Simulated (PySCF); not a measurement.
**BTe⁻: basis, grid and Hamiltonian**

The method stays; parts of the set-up, such as the basis or the Hamiltonian, are changed.

The runs use PySCF 2.14.0; each script names its method and basis.

6 further runs of the same task are left out: 6 that didn't finish.

## (1) Starting geometry

BTe⁻: 2 atoms, charge -1, spin multiplicity 1.

Bond lengths: B1–Te2 2.235 Å.

## (2) Base script

Contents of input.py:

```python
from pyscf import gto, scf, mp

mol = gto.M(
    atom='B 0 0 0; Te 0 0 2.235',
    basis='def2-tzvpp',
    ecp={'Te': 'def2-tzvpp'},
    charge=-1,
    spin=0,
    symmetry=True,
    verbose=3,
)
mf = scf.RHF(mol)
mf.kernel()
mp.MP2(mf, frozen=5).kernel()
mf.dip_moment()
print('orbital energies (hartree):', mf.mo_energy[..., max(0, mol.nelec[1]-3):mol.nelec[0]+3].round(4))
```

Run with:

```sh
OMP_NUM_THREADS=1 python input.py
```

Its log is not repeated here.

It gives: E(SCF) = -291.662900 Eh, E(MP2) − E(SCF) = -0.54714 Eh.

The bond length is a typed value, not an optimised one. The dipole of an ion depends on the origin.

## (3) Cc-pvtz-dk (core potential off, X2C on)

Variant 1 changes basis set: def2-tzvpp → cc-pvtz-dk; core potential: on → off; spin-free X2C: off → on; frozen orbitals: 5 → 19. The core potential changes with it: totals don't compare.

Contents of input.py:

```python
from pyscf import gto, scf, mp

mol = gto.M(
    atom='B 0 0 0; Te 0 0 2.235',
    basis='cc-pvtz-dk',
    charge=-1,
    spin=0,
    symmetry=True,
    verbose=3,
)
mf = scf.RHF(mol)
mf = mf.sfx2c1e()
mf.kernel()
mp.MP2(mf, frozen=19).kernel()
mf.dip_moment()
print('orbital energies (hartree):', mf.mo_energy[..., max(0, mol.nelec[1]-3):mol.nelec[0]+3].round(4))
```

Run with:

```sh
OMP_NUM_THREADS=1 python input.py
```

## (4) Jorge-dzp (core potential off)

Variant 2 changes basis set: def2-tzvpp → jorge-dzp; core potential: on → off; frozen orbitals: 5 → 19. The core potential changes with it: totals don't compare.

Edit input.py of step 2 so:

```diff
@@ -4,4 +4,3 @@
     atom='B 0 0 0; Te 0 0 2.235',
-    basis='def2-tzvpp',
-    ecp={'Te': 'def2-tzvpp'},
+    basis='jorge-dzp',
     charge=-1,
@@ -13,3 +12,3 @@
 mf.kernel()
-mp.MP2(mf, frozen=5).kernel()
+mp.MP2(mf, frozen=19).kernel()
 mf.dip_moment()
```

Before running it: what results should come out? Wanted: for each run, E(SCF); from base; gap; after the SCF.

As calculated:

```csv
run,E(SCF) (hartree),from base (eV),gap (eV),functions,after the SCF
base,-291.662900,0,n/a,81,"MP2 correlation -14.889 eV, core frozen"
"cc-pvtz-dk (core potential off, X2C on)",-6815.530669,not comparable,9.65,82,"MP2 correlation -7.810 eV, core frozen"
jorge-dzp (core potential off),-6630.686079,not comparable,9.71,63,"MP2 correlation -12.542 eV, core frozen"
```

**Reading.** Total energies from different bases, Hamiltonians or methods carry different errors, so properties are taken as differences within one set-up.
